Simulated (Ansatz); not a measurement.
# C2H6OSi: how energies converge with the basis set

The task here is to estimate one member of a computed series from the others.

Computed with Ansatz 0.2.0, Gaussian basis. Level: one geometry, several basis sets.

The runs, in order: PBE0-D4/def2-SVP; ωB97M-V/def2-SVP; PBE0-D4/def2-QZVPP; ωB97M-V/def2-QZVPP; the functionals' def2-TZVPP values are taken from earlier runs.

## The relaxed structure

An earlier PBE0-D4 in a triple-zeta def2 set relaxation fixed the geometry.

10 atoms, charge 0, spin multiplicity 1.

Atoms are counted from 1 here; the program's logs count them from 0.

Bond lengths: C1–C2 1.501 Å, C1–H5 1.095 Å, C1–H6 1.090 Å, C1–H7 1.095 Å, C2–O3 1.209 Å, C2–Si4 1.938 Å, Si4–H8 1.484 Å, Si4–H9 1.488 Å, Si4–H10 1.484 Å. Angles: C2–C1–H5 109.6°, C2–C1–H6 110.7°, C2–C1–H7 109.6°, H5–C1–H6 110.2°, H5–C1–H7 106.3°, H6–C1–H7 110.2°, C1–C2–O3 122.3°, C1–C2–Si4 120.8°, O3–C2–Si4 116.9°, C2–Si4–H8 107.5°, C2–Si4–H9 112.3°, C2–Si4–H10 107.5°, H8–Si4–H9 109.7°, H8–Si4–H10 110.1°, H9–Si4–H10 109.7°.

The first run:

in.yaml reads:

```yaml
crystal:
  periodic: [false, false, false]
  atoms:
    - {symbol: C, position_ang: [-0.764397, 1.059401, -0.719975]}
    - {symbol: C, position_ang: [-0.100941, -0.284812, -0.645741]}
    - {symbol: O, position_ang: [-0.088999, -1.051417, -1.580226]}
    - {symbol: Si, position_ang: [0.782304, -0.867825, 0.977639]}
    - {symbol: H, position_ang: [-0.031055, 1.843935, -0.506591]}
    - {symbol: H, position_ang: [-1.208541, 1.216343, -1.703486]}
    - {symbol: H, position_ang: [-1.531398, 1.134675, 0.057760]}
    - {symbol: H, position_ang: [0.111501, -2.112088, 1.428492]}
    - {symbol: H, position_ang: [0.714632, 0.156273, 2.055321]}
    - {symbol: H, position_ang: [2.199993, -1.145684, 0.639907]}
basis:
  gaussian: {orbitals: def2-SVP}
hamiltonian: {xc: pbe0, dispersion: d4}
output: {orbitals: {seedname: orbitals}}
```

On the command line:

```bash
ansatz run in.yaml --threads 2 --pin off --events-out ev --progress --plain --max-ram 4352MiB
```

Among the steps run: PBE0-D4 in def2-SVP; ωB97M-V in def2-SVP; PBE0-D4 in def2-QZVPP; ωB97M-V in def2-QZVPP.

One table of the session follows, with a row left open; its other results are not shown here.

It belongs to the step «Density functionals: the series». 

| functional | basis | HOMO (eV) |
| --- | --- | --- |
| PBE0-D4 | def2-SVP | -6.85 |
| PBE0-D4 | def2-TZVPP | -6.96 |
| PBE0-D4 | def2-QZVPP | -6.99 |
| ωB97M-V | def2-SVP | ? |
| ωB97M-V | def2-TZVPP | -9.25 |
| ωB97M-V | def2-QZVPP | -9.28 |

**Question.** Estimate the row for ωB97M-V, def2-SVP.

As computed: HOMO (eV): -9.12. In the column «HOMO (eV)» it lies between ωB97M-V, def2-TZVPP (-9.25) and PBE0-D4, def2-QZVPP (-6.99).
